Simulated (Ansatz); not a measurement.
# ClF2GeI: a ladder of functionals and wavefunction methods

The task here is to estimate one member of a computed series from the others.

Program: Ansatz 0.2.0, Gaussian basis. Level of theory: functionals in def2-TZVPP, the program's frozen cores in correlated methods. These are calculated values, not measurements.

Plan: LDA (SPW92), PBE-D4, revPBE-D4, BLYP-D4, r2SCAN-D4, B97M-V, PBE0-D4, B3LYP-D4, r2SCANh-D4, r2SCAN0-D4, HSE06-D4, BHLYP-D4, CAM-B3LYP-D4, LC-ωPBE, ωB97X-V, ωB97M-V, B2PLYP, PBE-QIDH; CCSD(T)/def2-SVP; CCSD(T)/def2-TZVPP; MP2/def2-QZVPP; extrapolation to the limit; RPA on PBE.

## The relaxed structure

The geometry comes from an earlier relaxation with PBE0-D4 in a triple-zeta def2 set; it is a stationary point. I takes the def2 core potential; no spin-orbit term is included.

SMILES `[F][Ge]([F])([Cl])[I]`, 5 atoms, charge 0, spin multiplicity 1.

Atoms are counted from 1 here; the program's logs count them from 0.

Bond lengths: F1–Ge2 1.711 Å, Ge2–F3 1.711 Å, Ge2–Cl4 2.107 Å, Ge2–I5 2.454 Å. Angles: F1–Ge2–F3 105.2°, F1–Ge2–Cl4 108.0°, F1–Ge2–I5 110.3°, F3–Ge2–Cl4 108.0°, F3–Ge2–I5 110.3°, Cl4–Ge2–I5 114.6°.

Set-up of the first run:

The input, in.yaml:

```yaml
crystal:
  periodic: [false, false, false]
  atoms:
    - {symbol: F, position_ang: [1.325391, -1.090978, 0.451028]}
    - {symbol: Ge, position_ang: [0.004901, -0.078261, 0.053799]}
    - {symbol: F, position_ang: [-0.862135, 0.122805, 1.514929]}
    - {symbol: Cl, position_ang: [-1.230384, -1.118601, -1.299091]}
    - {symbol: I, position_ang: [0.812027, 2.091336, -0.762164]}
basis:
  gaussian: {orbitals: def2-TZVPP}
hamiltonian: {xc: lda}
output: {orbitals: {seedname: orbitals}}
```

Launch:

```bash
ansatz run in.yaml --threads 4 --pin off --events-out ev --progress --plain --max-ram 10444MiB
```

Among the steps run: LDA; PBE-D4 (GGA); revPBE-D4 (GGA); BLYP-D4 (GGA); r2SCAN-D4 (meta-GGA); B97M-V (meta-GGA); B3LYP-D4 (hybrid); r2SCANh-D4 (hybrid); r2SCAN0-D4 (hybrid); HSE06-D4 (hybrid); BHLYP-D4 (hybrid); CAM-B3LYP-D4 (range-separated); LC-ωPBE (range-separated); ωB97X-V (range-separated); ωB97M-V (range-separated); B2PLYP (double hybrid); PBE-QIDH (double hybrid).

One table of the session follows, with a row left open; its other results are not shown here.

It belongs to the step «Frontier levels by functional». 

| functional | HOMO (eV) | LUMO (eV) | gap (eV) |
| --- | --- | --- | --- |
| LDA (SPW92) | -7.69 | -3.66 | 4.03 |
| PBE-D4 | -7.50 | -3.33 | 4.17 |
| revPBE-D4 | -7.44 | -3.21 | 4.23 |
| BLYP-D4 | ? | ? | ? |
| r2SCAN-D4 | -7.85 | -3.13 | 4.72 |
| B97M-V | -7.83 | -2.98 | 4.85 |
| PBE0-D4 | -8.72 | -2.44 | 6.29 |
| B3LYP-D4 | -8.46 | -2.74 | 5.72 |
| r2SCANh-D4 | -8.28 | -2.81 | 5.48 |
| r2SCAN0-D4 | -8.94 | -2.32 | 6.62 |
| HSE06-D4 | -8.33 | -2.80 | 5.52 |
| BHLYP-D4 | -9.75 | -1.48 | 8.27 |
| CAM-B3LYP-D4 | -9.99 | -1.45 | 8.55 |
| LC-ωPBE | -11.36 | -0.22 | 11.14 |
| ωB97X-V | -11.01 | -0.29 | 10.72 |
| ωB97M-V | -10.87 | -0.44 | 10.43 |

**Question.** Estimate the row for BLYP-D4.

Worked estimate for «HOMO (eV)». Against the share of exact exchange, B3LYP-D4 (0.2, -8.46), BHLYP-D4 (0.5, -9.75) give a slope of -4.30 per unit share; at 0 the line stands at -7.60.

As computed: HOMO (eV): -7.32; LUMO (eV): -3.28; gap (eV): 4.04. In «HOMO (eV)» the line misses by -0.28.
